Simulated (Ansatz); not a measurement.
# MgZr2N: the cost of one run

Method: DFT PBE, scalar-relativistic, plane waves, PAW, in Ansatz 0.2.0.

## 1. Starting point

It takes space group R-3m (No. 166, trigonal). The conventional cell has a = 4.447 Å, b = 4.447 Å, c = 10.771 Å, α = 90.00°, β = 90.00°, γ = 120.00°. Around Mg (site symmetry -3m) lie 6 Zr at 2.57 Å. Zr (site symmetry 3m) is surrounded by 1 N at 1.89 Å. N (site symmetry -3m) has 2 Zr at 1.89 Å in its first shell of neighbours.

Structure file:

```cif
data_structure
_symmetry_space_group_name_H-M 'R-3m:H'
_symmetry_Int_Tables_number 166
_cell_length_a 4.4472
_cell_length_b 4.4472
_cell_length_c 10.7713
_cell_angle_alpha 90.000
_cell_angle_beta 90.000
_cell_angle_gamma 120.000
_cell_volume 184.49
loop_
_atom_site_label
_atom_site_type_symbol
_atom_site_symmetry_multiplicity
_atom_site_Wyckoff_symbol
_atom_site_fract_x
_atom_site_fract_y
_atom_site_fract_z
_atom_site_occupancy
Mg1 Mg 3 b 0.33333 0.66667 0.16667 1
Zr1 Zr 6 c 0.33333 0.66667 0.49117 1
N1 N 3 a 0.00000 0.00000 0.00000 1
```

A structure generator made this guess: random cell by space group and Wyckoff sites (R-3m, No. 166). Its size is a rough estimate.

## 2. The guess as it stands, on a coarse mesh

File input.yaml:

```yaml
crystal:
  lattice:
    - [2.22359377, 1.28379246, 3.59041839]
    - [-2.22359377, 1.28379246, 3.59041839]
    - [0.0, -2.56758493, 3.59041839]
  atoms:
    - { symbol: Mg, position: [0.5, 0.5, 0.5] }
    - { symbol: Zr, position: [0.82450101, 0.82450101, 0.82450101] }
    - { symbol: Zr, position: [0.17549899, 0.17549899, 0.17549899] }
    - { symbol: "N", position: [0.0, 0.0, 0.0] }
basis:
  ecutwfc: 420
kpoints:
  mp_grid: { grid: [6, 6, 6] }
hamiltonian:
  xc: pbe
scf:
  occupations: { method: gaussian, width: 0.1 }
  lower_state_search: "off"
output:
  forces: true
  stress: true
  eigenvalues: true
```

Command:

```console
$ ansatz run input.yaml --threads 1 --pin off --max-ram 2560MiB --backend cpu --events-out ev --progress --plain --runs-dir out
```

**Question.** How long does this run take on 1 thread of Arm Neoverse V1, shared host, and how much memory does it need?

About 3.5 s, with a peak of 0.34 GiB.
